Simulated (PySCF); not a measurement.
# C₇H₅NSi: electronic excitations

Wanted: the electronic excitations of C₇H₅NSi (`C#C[Si@@H]1[C@@H](C#N)C12C=C2`), by calculation.

Programs: PySCF 2.14.0, with density-fitted response routines of our own. Each step states its level of theory. These are calculated values for one molecule in the gas phase, unless marked as measured. Atoms are numbered from 0 throughout.

## Step 1: The molecule as given

14 atoms, charge 0, multiplicity 1; geometry from: GFN2-xTB.

Bonds of the start (Å): C0–C1 1.20, C1–Si2 1.84, Si2–C3 1.94, C3–C4 1.40, C4–N5 1.15, C3–C6 1.54, C6–C7 1.49, C7–C8 1.30, C6–Si2 1.86, C8–C6 1.49, C0–H9 1.05, Si2–H10 1.45, C3–H11 1.09, C7–H12 1.06, C8–H13 1.06.

## Step 2: Excited states and response: CAM-B3LYP/def2-SVPD

What the job is given:

```
{"job": {"kind": "uv", "xc": "CAM-B3LYP", "basis": "def2-SVPD", "nstates": 8, "ntriplets": 3}, "charge": 0, "multiplicity": 1}
C      3.412538    -0.870841    -0.514608
C      2.250300    -0.648720    -0.730739
Si     0.477286    -0.327631    -1.086652
C     -0.264929     1.129766    -0.045195
C     -1.246099     1.953480    -0.619954
N     -2.062177     2.591170    -1.118531
C     -0.691105    -0.296010     0.356700
C     -2.011850    -0.777520     0.858277
C     -1.023902    -0.838760     1.705742
H      4.428327    -1.061055    -0.317441
H      0.030385    -0.542324    -2.448418
H      0.379434     1.658309     0.650981
H     -3.037471    -0.908724     0.616683
H     -0.641416    -1.061612     2.670989
```

With the program's defaults for keys left out, this is: TDDFT CAM-B3LYP/def2-SVPD, vertical, gas phase, core orbitals frozen in the response.

On the command line:

```bash
> OMP_NUM_THREADS=1 python probes_run.py task.json out
```

One launch serves the whole session: the jobs run in the order shown.

What will the session give for the following? lowest singlet (CAM-B3LYP/def2-SVPD); brightest single state of those computed; lowest triplet; surface potential, 1st and 99th percentile. Wanted: lowest singlet; brightest single state of those computed; lowest triplet; surface potential, 1st and 99th percentile.

As calculated:

```
                                quantity                        value
    lowest singlet (CAM-B3LYP/def2-SVPD)  5.15 eV (241 nm), f = 0.090
brightest single state of those computed  state 8, 6.51 eV, f = 0.137
                          lowest triplet                      3.72 eV
   surface potential, 1st and 99th percentile           -2.05 V and 1.68 V
```

**Reading.** The lowest singlet, at 5.15 eV, is HOMO→LUMO 0.86 and is bright; of the 8 states computed, the strongest absorption comes from state 8 at 6.51 eV (the last computed, so partners may be missing). The lowest triplet lies 1.43 eV below the lowest singlet (triplets in Tamm-Dancoff, singlets in full TDDFT).
